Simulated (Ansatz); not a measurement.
# CdFCl: the cell at several levels of theory

Cell and atoms of CdFCl as a Janus 1T monolayer are relaxed in turn with PBE, r2SCAN, PBEsol, LDA and HSE06. This is a trial cell built on a prototype, not taken from a measured structure, and it needn't be the compound's ground state.

The runs shown are made with Ansatz 0.2.0. PAW datasets, plane waves, zero pressure. The calculation is spin-unpolarised, and the structure need not be a phase that has been made.

## Step 1: The cell

The sheet's in-plane cell has a = 3.139 Å, b = 3.139 Å (γ = 120.0°), and its outermost atoms lie 2.55 Å apart along the normal. Cd has 3 Cl at 2.22 Å and 3 F at 2.22 Å; F has 3 Cd at 2.22 Å; Cl has 3 Cd at 2.22 Å.

Structure file:

```
CELL_PARAMETERS angstrom
3.13878 0.00000 0.00000
-1.56939 2.71826 0.00000
0.00000 0.00000 18.00000
ATOMIC_POSITIONS crystal
Cd 0.00000 0.00000 0.50000
F 0.33333 0.66667 0.57086
Cl 0.66667 0.33333 0.42914
```
The sheet repeats along a and b alone.

## Step 2: PBE: cell and atoms

Contents of input.yaml:

```yaml
crystal:
  lattice:
    - [3.13877652, 0.0, 0.0]
    - [-1.56938826, 2.7182602031, 0.0]
    - [0.0, 0.0, 18.0]
  atoms:
    - { symbol: Cd, position: [0.0, 0.0, 0.5] }
    - { symbol: F, position: [0.3333333333, 0.6666666667, 0.5708557923] }
    - { symbol: Cl, position: [0.6666666667, 0.3333333333, 0.4291442077] }
  periodic: [true, true, false]
kpoints:
  mp_grid: { grid: [12, 12, 1] }
hamiltonian:
  xc: pbe
scf:
  occupations: { method: fermi_dirac, width: 0.02 }
relax:
  f_tol: 0.005
  cell: {}
```

Command:

```console
> ansatz run input.yaml --threads 4 --pin off --max-ram 5529MiB --backend cpu --events-out ev --progress --plain --runs-dir out
```

Further steps of the session: Relaxing with r2SCAN; Relaxing with PBEsol; Relaxing with LDA; Relaxing with HSE06.

What does the calculation give? Wanted: for each run, a; area; SCF geometries.

**Answer**, as computed:

| level | a (Å) | area (Å²/atom) | SCF geometries |
| --- | --- | --- | --- |
| PBE | 3.714 | 3.983 | 14 |
| r2SCAN | 3.662 | 3.871 | 6 |
| PBEsol | 3.640 | 3.825 | 8 |
| LDA | 3.584 | 3.708 | 8 |
| HSE06 | 3.685 | 3.919 | 5 |

From the start to the first minimum the area moved by +40.0 %. The area runs from LDA (least) to PBE (most), a spread of 7.4 %, or 3.6 % in length if all axes shared it alike. The meshes differ: PBE 12×12×1, r2SCAN 12×12×1, PBEsol 12×12×1, LDA 12×12×1, HSE06 6×6×1.
